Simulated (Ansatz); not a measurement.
Crystal: NiMoIrPdW.

```
CELL_PARAMETERS angstrom
2.77085 0.00000 0.00000
-1.38543 2.39963 0.00000
0.00000 0.00000 22.01961
ATOMIC_POSITIONS crystal
Ni 0.33333 0.66667 0.85081
Ni 0.66667 0.33333 0.14919
Mo 0.66667 0.33333 0.76059
Mo 0.33333 0.66667 0.23941
Pd 0.33333 0.66667 0.05329
Pd 0.66667 0.33333 0.94671
Ir 0.33333 0.66667 0.65827
Ir 0.66667 0.33333 0.34173
W 0.33333 0.66667 0.44418
W 0.66667 0.33333 0.55582
```

The cell was built by a generator and needn't be a form met in nature.

Base run:

| Quantity | Value |
| --- | --- |
| Program | Ansatz 0.2.0 |
| Functional | PBE |
| Potentials or basis | Ansatz PAW |
| Cutoff | 420 eV (not typed: the program's choice for these potentials) |
| k mesh | 11 × 11 × 2 |
| Occupations | fermi-dirac, width 0.05 eV |
| Spin | collinear spin, ferromagnetic start |
| Starting moments | [1.0, 1.0, 1.0, 1.0, 0.0, 0.0, 0.6, 0.6, 0.0, 0.0] μB |

Its results: band gap on the k mesh none (metal or under the smearing width); pressure 0.0 GPa; net moment 0.00 μB per cell; largest force 0.095 eV/Å.

Q: The run is repeated on the same cell with these changes: functional from PBE to RPBE. What comes out?

A: Band gap on the k mesh none (metal or under the smearing width); pressure 4.1 GPa; net moment 0.00 μB per cell; largest force 0.122 eV/Å.

RPBE binds less tightly than PBE, so the same cell stands under more pressure.

Caveats: spin-orbit coupling is left out, which moves the levels of the heavy elements; the starting moments weren't kept; the PAW data sets come from PBE, with cores solved anew for the run's functional, which leaves a small shift of forces and pressure (some runs).
